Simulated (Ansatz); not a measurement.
# AlBrF2: the cost of one run

Method: PBE0-D4/def2-TZVP structures, single points in def2-TZVPP, no counterpoise correction; program: Ansatz 0.2.0, Gaussian basis.

Levels: SPW92, PBE-D4, BLYP-D4, r2SCAN-D4, B97M-V, PBE0-D4, B3LYP-D4, r2SCAN0-D4, BHLYP-D4, CAM-B3LYP-D4, wB97X-V, wB97M-V, B2PLYP, PBE-QIDH, RPA on PBE, Hartree-Fock, MP2, CCSD, CCSD(T).

Correlated methods freeze the cores. Filled d shells of the heavier atoms are correlated. B3LYP uses VWN-RPA correlation. B2PLYP carries no dispersion term here.

94 further runs of the same task are left out: 94 set aside as unsound or not needed.

### 1 Where the work starts

The complex: 6 atoms, charge 0, spin multiplicity 1.

Atoms are counted from 1 here; the program's logs count them from 0.

Bond lengths: Al1–Br2 2.258 Å, Al1–F3 1.640 Å, Al1–F4 1.640 Å, Al1–Cl6 2.493 Å, H5–Cl6 1.290 Å. Angles: Br2–Al1–F3 118.2°, Br2–Al1–F4 118.2°, Br2–Al1–Cl6 96.7°, F3–Al1–F4 118.4°, F3–Al1–Cl6 98.0°, F4–Al1–Cl6 98.0°, Al1–Cl6–H5 90.2°.

Coordinates:

```xyz
6
AlBrClF2H
Al   -0.38421   -0.46965   -0.49052
Br    1.59395   -1.45125   -0.02004
F    -0.55212    0.28388   -1.93771
F    -1.73026   -1.04040    0.25293
H     1.11585    1.11924    1.27675
Cl   -0.04330    1.55818    0.91869
```

Its parts: AlBrF2 holds atoms 1, 2, 3, 4; HCl holds atoms 5, 6. Each part counts its atoms afresh in its own runs.

### 2 Relaxing AlBrF2 alone

Contents of relax-a/in.yaml:

```yaml
crystal:
  periodic: [false, false, false]
  atoms:
    - {symbol: Al, position_ang: [-0.384213, -0.469646, -0.490520]}
    - {symbol: Br, position_ang: [1.593953, -1.451249, -0.020040]}
    - {symbol: F, position_ang: [-0.552123, 0.283876, -1.937705]}
    - {symbol: F, position_ang: [-1.730264, -1.040399, 0.252933]}
basis:
  gaussian: {orbitals: def2-TZVP}
hamiltonian: {xc: pbe0, dispersion: d4}
relax: {f_tol: 0.005, max_steps: 200}
```

Run with:

```sh
$ ansatz run in.yaml --threads 4 --pin off --events-out ev --progress --plain --max-ram 9574MiB
```

**Question.** How long does this run take on 4 threads of Arm Neoverse V1, shared host?

About 10 s.
